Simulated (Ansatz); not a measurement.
# BF2H3Sn: small, medium and large basis sets

An exercise on one series of results from a longer session: the logs are not shown, and one member is left open.

Method: one geometry, several basis sets; program: Ansatz 0.2.0, Gaussian basis.

The runs, in order: PBE0-D4/def2-SVP; ωB97M-V/def2-SVP; PBE0-D4/def2-QZVPP; ωB97M-V/def2-QZVPP; the functionals' def2-TZVPP values are taken from earlier runs.

1 further run of the same task is left out (for a known fault of the program).

## The relaxed structure

All runs share one geometry, relaxed beforehand with PBE0-D4 in a triple-zeta def2 set. Sn takes the def2 core potential; no spin-orbit term is included.

SMILES `F[B](F)[SnH3]`, 7 atoms, charge 0, spin multiplicity 1.

Atoms are counted from 1 here; the program's logs count them from 0.

Bond lengths: F1–B2 1.317 Å, B2–F3 1.318 Å, B2–Sn4 2.266 Å, Sn4–H5 1.704 Å, Sn4–H6 1.705 Å, Sn4–H7 1.705 Å. Angles: F1–B2–F3 116.6°, F1–B2–Sn4 122.1°, F3–B2–Sn4 121.4°, B2–Sn4–H5 110.9°, B2–Sn4–H6 109.9°, B2–Sn4–H7 109.9°, H5–Sn4–H6 108.9°, H5–Sn4–H7 108.9°, H6–Sn4–H7 108.2°.

Set-up of the first run:

in.yaml reads:

```yaml
crystal:
  periodic: [false, false, false]
  atoms:
    - {symbol: F, position_ang: [1.514573, -1.723948, 0.496413]}
    - {symbol: B, position_ang: [0.321150, -1.175801, 0.597742]}
    - {symbol: F, position_ang: [-0.565829, -1.824658, 1.324798]}
    - {symbol: Sn, position_ang: [-0.193605, 0.782355, -0.420677]}
    - {symbol: H, position_ang: [1.144887, 1.387122, -1.284091]}
    - {symbol: H, position_ang: [-0.668632, 1.935174, 0.742208]}
    - {symbol: H, position_ang: [-1.491343, 0.551855, -1.502192]}
basis:
  gaussian: {orbitals: def2-SVP}
hamiltonian: {xc: pbe0, dispersion: d4}
output: {orbitals: {seedname: orbitals}}
```

The run is started by

```console
> ansatz run in.yaml --threads 2 --pin off --events-out ev --progress --plain --max-ram 4352MiB
```

Among the steps run: PBE0-D4 in def2-SVP; ωB97M-V in def2-SVP; PBE0-D4 in def2-QZVPP; ωB97M-V in def2-QZVPP.

One of the session's tables, all rows but one given; the rest of the session is left out.

It belongs to the step «Functionals by basis». 

```
functional       basis  HOMO (eV)
   PBE0-D4    def2-SVP      -8.52
   PBE0-D4  def2-TZVPP      -8.61
   PBE0-D4  def2-QZVPP      -8.62
   ωB97M-V    def2-SVP     -10.62
   ωB97M-V  def2-TZVPP     -10.74
   ωB97M-V  def2-QZVPP          ?
```

Estimate the missing values for ωB97M-V, def2-QZVPP.

As computed: HOMO (eV): -10.76. In the column «HOMO (eV)» it is the lowest.
